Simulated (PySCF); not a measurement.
# C2H8FGeN: the cost of one run

The runs use PySCF 2.14.0, with density-fitted response routines of our own; the level of theory stands in each step. All values are computed, except where a source is named. Atoms count from 0, in the outputs and in this text.

**1. The starting structure**

13 atoms, charge 0, multiplicity 1; geometry from: GFN2-xTB. The atoms were then displaced at random by about 0.01 Å, so the start is not that level's minimum.

Bonds of the start (Å): N0–Ge1 1.81, Ge1–C2 2.02, C2–C3 1.49, C3–F4 1.39, N0–H5 1.01, N0–H6 1.03, Ge1–H7 1.49, Ge1–H8 1.51, C2–H9 1.08, C2–H10 1.11, C3–H11 1.12, C3–H12 1.07.

**2. Geometry optimisation at PBE0-D3(BJ)/def2-SVP**

What the job is given:

```
{"job": {"xc": "PBE0", "basis": "def2-SVP", "d3": "d3bj", "grid": 1, "shake": 0.01, "kind": "geom"}, "charge": 0, "multiplicity": 1}
N      1.959430     0.646900    -0.511790
Ge     0.913130    -0.823070    -0.424010
C     -0.777900    -0.647380     0.659840
C     -1.452670     0.618580     0.257920
F     -1.391160     0.758700    -1.121710
H      2.334350     1.023170     0.342710
H      1.547170     1.448210    -1.020630
H      0.614440    -1.173570    -1.840740
H      1.798700    -1.860760     0.217890
H     -1.389190    -1.516750     0.495510
H     -0.552290    -0.614720     1.744630
H     -2.548590     0.604940     0.506070
H     -1.049600     1.518870     0.683990
```

Run with:

```sh
> OMP_NUM_THREADS=1 python probes_run.py task.json out
```

This one command runs all jobs of the session in turn.

**Question.** How long does this first job take on 1 thread of Arm Neoverse V1, shared host, and how much memory does it need?

About 72 s, with a peak of 0.55 GiB.
